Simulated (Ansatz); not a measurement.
# C3H11GeN: the cost of one run

The runs use Ansatz 0.2.0, Gaussian basis; the settings change from run to run.

## Step 1: The molecule

The structure was relaxed beforehand with PBE0-D4 in a triple-zeta def2 set.

SMILES `[CH3][Ge]([CH3])([CH3])[NH2]`, 16 atoms, charge 0, spin multiplicity 1.

Atoms are counted from 1 here; the program's logs count them from 0.

Bond lengths: C1–Ge2 1.962 Å, C1–H6 1.092 Å, C1–H7 1.092 Å, C1–H8 1.092 Å, Ge2–C3 1.951 Å, Ge2–C4 1.951 Å, Ge2–N5 1.852 Å, C3–H9 1.091 Å, C3–H10 1.092 Å, C3–H11 1.092 Å, C4–H12 1.091 Å, C4–H13 1.092 Å, C4–H14 1.092 Å, N5–H15 1.011 Å, N5–H16 1.011 Å. Angles: Ge2–C1–H6 110.6°, Ge2–C1–H7 110.8°, Ge2–C1–H8 110.5°, H6–C1–H7 108.3°, H6–C1–H8 108.3°, H7–C1–H8 108.3°, C1–Ge2–C3 109.9°, C1–Ge2–C4 110.0°, C1–Ge2–N5 113.0°, C3–Ge2–C4 112.0°, C3–Ge2–N5 106.0°, C4–Ge2–N5 105.9°, Ge2–C3–H9 110.1°, Ge2–C3–H10 110.7°, Ge2–C3–H11 110.7°, H9–C3–H10 108.8°, H9–C3–H11 108.4°, H10–C3–H11 108.1° and more.

## Step 2: RPBE/def2-TZVPD

This run has charge -1, multiplicity 2, D3(BJ) with three-body dispersion, relativity set to scalar.

in.yaml reads:

```yaml
crystal:
  periodic: [false, false, false]
  atoms:
    - {symbol: C, position_ang: [-0.980504, 0.455402, -1.549599]}
    - {symbol: Ge, position_ang: [-0.045835, 0.027138, 0.121581]}
    - {symbol: C, position_ang: [1.671576, 0.950377, 0.178931]}
    - {symbol: C, position_ang: [0.158753, -1.905135, 0.293782]}
    - {symbol: N, position_ang: [-0.970260, 0.577121, 1.629610]}
    - {symbol: H, position_ang: [-1.126297, 1.533584, -1.641967]}
    - {symbol: H, position_ang: [-0.406460, 0.111896, -2.413256]}
    - {symbol: H, position_ang: [-1.959885, -0.026673, -1.575383]}
    - {symbol: H, position_ang: [2.191532, 0.716738, 1.109092]}
    - {symbol: H, position_ang: [2.300770, 0.648167, -0.660431]}
    - {symbol: H, position_ang: [1.529501, 2.031731, 0.124764]}
    - {symbol: H, position_ang: [0.667918, -2.146006, 1.228068]}
    - {symbol: H, position_ang: [0.741505, -2.307158, -0.537191]}
    - {symbol: H, position_ang: [-0.815981, -2.397400, 0.294416]}
    - {symbol: H, position_ang: [-1.109883, 1.576805, 1.690172]}
    - {symbol: H, position_ang: [-1.869349, 0.130713, 1.751608]}
basis:
  gaussian: {orbitals: def2-TZVPD}
total_charge: -1
magnetization: {spin_polarized: true, initial_magnetization: 1}
hamiltonian: {xc: {name: RPBE}, dispersion: d3bjatm, pseudopotentials: {relativity: scalar}}
```

Started as:

```
> ansatz run in.yaml --threads 4 --pin off --events-out ev --progress --plain --max-ram 11315MiB
```

What time and memory should one allow on 4 threads of Arm Neoverse V1, shared host?

About 19 s, with a peak of 0.8 GiB.
